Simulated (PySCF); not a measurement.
**A diatomic session: CsRb**

The task here is to estimate one member of a computed series from the others.

Method: Cs def2-SVP with ECP46, Rb def2-SVP with ECP28, scalar-relativistic core potentials; program: PySCF 2.14.0.

Set-up of the first run:

A driver script around PySCF takes these settings:

```json
{
  "atoms": "Cs, Rb",
  "charge": "0",
  "basis": "Cs def2-SVP with ECP46, Rb def2-SVP with ECP28",
  "Hamiltonian": "scalar-relativistic core potentials",
  "basis functions": "48",
  "electrons treated": "18",
  "masses in u": "132.9054, 84.9118",
  "levels": "PBE0, PBE, r²SCAN, M06, revPBE, TPSSh, HF, MP2, SCS-MP2, CCSD, CCSD(T)",
  "grid": "80 radial by 434 angular points",
  "occupations": "held fixed by the projection of orbital angular momentum",
  "dissociation limit": "Cs + Rb, each in its ground configuration",
  "starting distance in angstrom": "4.265",
  "values of 2S to try": "0, 2"
}
```

Run with:

```sh
OMP_NUM_THREADS=1 python dia.py task.json out
```

Among the steps run: Set-up; First curve: PBE0; Higher solutions at PBE0; PBE (GGA); r²SCAN (meta-GGA); M06; revPBE; TPSSh; RHF (mean field); MP2 and coupled cluster.

One table of the session follows, with a row left open; its other results are not shown here.

It belongs to the step «The curves together». Energy (eV) from each level's lowest point:

```
R (Å)    RHF  RHF-MP2  RHF-SCS-MP2  RHF-CCSD  RHF-CCSD(T)
3.898  0.210    0.091        0.107       n/a          n/a
4.080  0.124    0.039        0.050     0.052        0.053
4.261      ?        ?            ?         ?            ?
4.397  0.033    0.001        0.004     0.005        0.006
4.533  0.013    0.000        0.000     0.000        0.000
4.669  0.002    0.007        0.004     0.002        0.001
4.850  0.000    0.026        0.019     0.015        0.012
5.077  0.013    0.062        0.050     0.042        0.035
5.349  0.047    0.117        0.100     0.085        0.073
5.712  0.114    0.204        0.181       n/a          n/a
```

**Question.** Estimate the row for R (Å) = 4.261.

Worked estimate for «RHF». A straight line through the neighbours (4.080, 0.124) and (4.397, 0.033) gives 0.124 + (0.033 − 0.124) × (4.261 − 4.080) / (4.397 − 4.080) = 0.072; a parabola fitted to 4 rows on both sides gives 0.063.

The run gave: RHF: 0.064; RHF-MP2: 0.010; RHF-SCS-MP2: 0.017; RHF-CCSD: 0.018; RHF-CCSD(T): 0.019. In «RHF» the line misses by +0.008 and the parabola by -0.001.

State 2 has its PBE0 minimum 0.40 eV higher. State 3 has its PBE0 minimum 1.07 eV higher. The other levels ran on the lowest alone.
